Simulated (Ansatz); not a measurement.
Ge₂H₆, SMILES [GeH3][GeH3], vertical and adiabatic energies of changing the electron count

Run with Ansatz's Python interface.

`adiabatic.py`
```python
# -*- coding: utf-8 -*-
import itertools
import warnings

import ansatz as az
from ase.data import atomic_numbers, covalent_radii
import numpy as np


def main():
    warnings.simplefilter("ignore", az.DeckWarning)

    system = (
        az.Crystal.molecule()
        .atom("Ge", [-0.5207, 0.2179, -1.0137])
        .atom("Ge", [0.5502, -0.2781, 1.0177])
        .atom("H", [-0.3701, -0.8707, -2.0691])
        .atom("H", [-2.0138, 0.425, -0.7584])
        .atom("H", [-0.0058, 1.587, -1.6046])
        .atom("H", [0.3219, 0.8757, 2.047])
        .atom("H", [2.0994, -0.4245, 0.7518])
        .atom("H", [0.0311, -1.5894, 1.5734])
    )

    model = system.calculation()
    model = model.basis(gaussian="def2-TZVP")
    model = model.functional("r2scan")
    symbols = [site.symbol for site in system.cartesian_sites]
    start = np.array([site.position_ang for site in system.cartesian_sites], dtype=float)
    data = model.relax(force_tolerance=0.01, max_steps=100).run(threads=1).report
    end = np.array(data["positions_ang"])

    minimum = az.Crystal.molecule()
    for symbol, place in zip(symbols, end):
        minimum = minimum.atom(symbol, place.tolist())
    ion = (
        minimum.calculation()
        .basis(gaussian="def2-TZVP")
        .functional("r2scan")
        .charge(1)
        .spin("collinear", total=1)
    )
    vertical = ion.run(threads=1).report
    settled = ion.relax(force_tolerance=0.01, max_steps=80).run(threads=1).report
    print(f"vertical ionisation energy   {vertical['free_energy_ev'] - data['free_energy_ev']:.3f} eV")
    print(f"adiabatic, no zero point     {settled['free_energy_ev'] - data['free_energy_ev']:.3f} eV")
    print(f"relaxation energy of the ion {vertical['free_energy_ev'] - settled['free_energy_ev']:.3f} eV")
    ionised = np.array(settled["positions_ang"])
    radius = [covalent_radii[atomic_numbers[s]] for s in symbols]
    span = lambda where, i, j: np.linalg.norm(where[i] - where[j])
    bonded = [(i, j) for i, j in itertools.combinations(range(len(symbols)), 2) if min(span(end, i, j), span(ionised, i, j)) < 1.2 * (radius[i] + radius[j])]
    print("pair        before    after (A)")
    for i, j in bonded:
        print(f"{symbols[i]}{i}-{symbols[j]}{j}".ljust(10), f"{span(end, i, j):8.4f} {span(ionised, i, j):8.4f}")


if __name__ == "__main__":
    main()
```

Running `python adiabatic.py` prints:
```text
vertical ionisation energy   10.253 eV
adiabatic, no zero point     9.311 eV
relaxation energy of the ion 0.941 eV
pair        before    after (A)
Ge0-Ge1      2.4127   2.7823
Ge0-H2       1.5339   1.5209
Ge0-H3       1.5339   1.5210
Ge0-H4       1.5340   1.5210
Ge1-H5       1.5340   1.5210
Ge1-H6       1.5339   1.5209
Ge1-H7       1.5339   1.5209
```

The energies are electronic: no zero-point or thermal terms, and the basis set is short of its limit. The product may relax into another structure. Each relaxation finds its nearest minimum, which needn't be the lowest. Run time: 2.5 min on 1 thread of Arm Neoverse V2 (shared host), peak memory 0.36 GiB.
